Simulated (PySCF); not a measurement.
**RbHg+: bond curves at several levels of theory**

Aim: find the lowest electronic state of RbHg+, scan its bond at several levels of theory, and get bond length, wavenumber and dissociation energy from each curve.

The runs use PySCF 2.14.0; Rb def2-SVP with ECP28, Hg def2-SVP with ECP60, scalar-relativistic core potentials.

### Step 1. Set-up

A driver script around PySCF takes these settings:

```
atoms                         : Rb, Hg
charge                        : 1
basis                         : Rb def2-SVP with ECP28, Hg def2-SVP with ECP60
Hamiltonian                   : scalar-relativistic core potentials
basis functions               : 56
electrons treated             : 28
masses in u                   : 84.9118, 201.9706
levels                        : PBE0, PBE, r²SCAN, r²SCANh, M06, PBEsol, CAM-B3LYP, HF, MP2, SCS-MP2, CCSD, CCSD(T)
grid                          : 80 radial by 434 angular points
occupations                   : held fixed by the projection of orbital angular momentum
dissociation limit            : Rb+ + Hg, each in its ground configuration
starting distance in angstrom : 3.535
values of 2S to try           : 0, 2
```

On the command line:

```
OMP_NUM_THREADS=1 python dia.py task.json out
```

The runs that follow: The PBE0 curve of the state that the search chose; Higher solutions at PBE0; PBE (GGA); r²SCAN; r²SCANh; M06; PBEsol (GGA); CAM-B3LYP (range-separated hybrid); RHF; Adding correlation.

Before running it: what results should come out? Wanted: for each run, Re; ωe; De; μ.

The runs gave:

Lowest PBE0 solution found, without spin–orbit coupling: ¹Σ⁺ (singlet), closed shell. State 2 has its PBE0 minimum 4.80 eV higher. The other levels ran on the lowest alone.

```csv
level,Re (Å),ωe (cm⁻¹),De (eV),μ (D)
RHF,4.024,36.2,0.129,-11.69
RHF-MP2,3.679,48.1,0.178,n/a
RHF-SCS-MP2,3.731,45.6,0.165,n/a
RHF-CCSD,3.760,45.0,0.172,n/a
RHF-CCSD(T),3.751,45.4,0.176,n/a
PBE,3.762,44.4,0.164,-10.94
PBEsol,3.681,46.7,0.170,-10.64
r²SCAN,3.745,44.9,0.163,-10.92
r²SCANh,3.749,44.8,0.162,-10.92
PBE0,3.771,43.9,0.159,-10.94
M06,3.777,42.2,0.157,-10.94
CAM-B3LYP,3.767,44.2,0.154,-10.92
```

De is counted to Rb+ + Hg in their ground configurations. A positive dipole points from Rb to Hg; in an ion it is taken about the centre of mass and does not tell which atom is negative.

**Reading.** The methods spread over 0.345 Å in bond length, from RHF-MP2 to RHF. CCSD(T) can't serve as the judge here: for a weak bond in this basis it is far from its limit. Among the levels with a De in the table, it runs from 0.129 eV (RHF) to 0.178 eV (RHF-MP2).

Spin–orbit coupling is left out. The bond is weak, and basis-set superposition, which was not computed, may be a sizeable part of it.
